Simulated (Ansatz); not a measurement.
# Nb: a trigonal deformation path

One table from this session's results is given with a row withheld; the runs are named, their logs left out.

The COD entry's cell or inner coordinates are ideal or old and differ from later refinements, so a difference from it is no clean test against experiment.

Program: Ansatz 0.2.0. Level of theory: DFT PBEsol, scalar-relativistic, plane waves, PAW. These are calculated values, not measurements.

## The system as given

The structure is cubic, space group Im-3m (No. 229). Conventional cell: a = 3.328 Å, b = 3.328 Å, c = 3.328 Å, α = 90.00°, β = 90.00°, γ = 90.00°. Around Nb (site symmetry m-3m) lie 8 Nb at 2.88 Å.

Coordinates:

```cif
data_structure
_symmetry_space_group_name_H-M 'P 1'
_symmetry_Int_Tables_number 1
_cell_length_a 2.8820
_cell_length_b 2.8820
_cell_length_c 2.8820
_cell_angle_alpha 109.471
_cell_angle_beta 109.471
_cell_angle_gamma 109.471
_cell_volume 18.43
loop_
_atom_site_label
_atom_site_type_symbol
_atom_site_fract_x
_atom_site_fract_y
_atom_site_fract_z
_atom_site_occupancy
Nb1 Nb 0.00000 0.00000 0.00000 1
```

The cell is taken as given, not relaxed at this level.

## The reference cell

The reference gives a free energy of -4495.4369 eV, pressure -8.38 GPa, largest force 0.000 eV/Å and gap on the mesh none (metal). It was computed beforehand with the settings of the runs below.

The first run:

At fixed volume and fractional coordinates, lengths along (0.577, 0.577, 0.577) are scaled against those across it; ρ is that ratio over its starting value.

input.yaml reads:

```yaml
crystal:
  lattice:
    - [-2.4458532361, 1.7470380258, 1.7470380258]
    - [1.7470380258, -2.4458532361, 1.7470380258]
    - [1.7470380258, 1.7470380258, -2.4458532361]
  atoms:
    - { symbol: Nb, position: [0.0, 0.0, 0.0] }
basis:
  ecutwfc: 420
kpoints:
  mp_grid: { grid: [22, 22, 22] }
hamiltonian:
  xc: pbesol
scf:
  occupations: { method: gaussian, width: 0.15 }
output:
  forces: true
  stress: true
  eigenvalues: true
```

Launch:

```sh
$ ansatz run input.yaml --threads 1 --pin off --max-ram 2560MiB --backend cpu --events-out ev --progress --plain --runs-dir out
```

Steps of the session up to this table: At ρ = 0.500; At ρ = 2.000; Point ρ = 0.710; ρ = 1.410; Point ρ = 0.600; ρ = 0.850; ρ = 1.200; ρ = 1.700; At ρ = 0.930; Point ρ = 1.080.

One table of the session follows, with a row left open; its other results are not shown here.

Collected from the runs (energy zero: the undisturbed cell):

```
    ρ  ΔE (meV/atom)  pressure (GPa)
0.500         6355.4           125.6
0.600         2177.1            45.7
0.710          591.3             9.1
0.850           51.1            -6.0
0.930            4.3            -8.2
1.000            0.0            -8.4
1.080            7.5            -8.3
1.200           59.0            -7.0
1.410          344.7            -1.6
1.700              ?               ?
2.000         1018.1             7.5
```

Q: Estimate the row for ρ = 1.700 from the others.

Worked estimate for «ΔE (meV/atom)». A straight line through the neighbours (1.410, 344.7) and (2.000, 1018.1) gives 344.7 + (1018.1 − 344.7) × (1.700 − 1.410) / (2.000 − 1.410) = 675.7; a parabola fitted to 3 rows on both sides gives 699.5.

As computed: ΔE (meV/atom): 805.5; pressure (GPa): 4.4. In «ΔE (meV/atom)» the line misses by -129.8 and the parabola by -106.0.
